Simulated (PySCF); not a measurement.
# H4InN (InH2(NH2)): the cost of one run

Programs: PySCF 2.14.0, with routines of our own; each step states its level. All values are computed. Atoms count from 0.

3 further runs of the same task are left out: 1 for a basis unfit for spin-orbit shieldings, 2 for a known fault of the program.

### 1 The system as given

6 atoms, charge 0, multiplicity 1; geometry from: GFN2-xTB.

### 2 Geometry optimisation at PBE0-D3(BJ)/def2-SVP

The job: settings as JSON, then the geometry in Å.

```
{"job": {"xc": "PBE0", "basis": "def2-SVP", "d3": "d3bj", "grid": 1, "maxiter": 30, "shake": 0.03, "kind": "geom"}, "charge": 0, "multiplicity": 1}
In     0.518360     0.676520    -0.001450
H      2.113280     0.751520     0.324820
H     -0.383520     2.221380    -0.404370
N     -0.527580    -0.926310     0.217200
H     -1.505880    -1.016630    -0.321020
H     -0.151530    -1.802500     0.115540
```

Command:

```bash
$ OMP_NUM_THREADS=1 python heavy_run.py task.json out
```

The driver reads the jobs from task.json and runs them one after another.

Q: Estimate the wall time and peak memory of this first job on 1 thread of Arm Neoverse V2, shared host.

About 14 s, with a peak of 0.26 GiB.
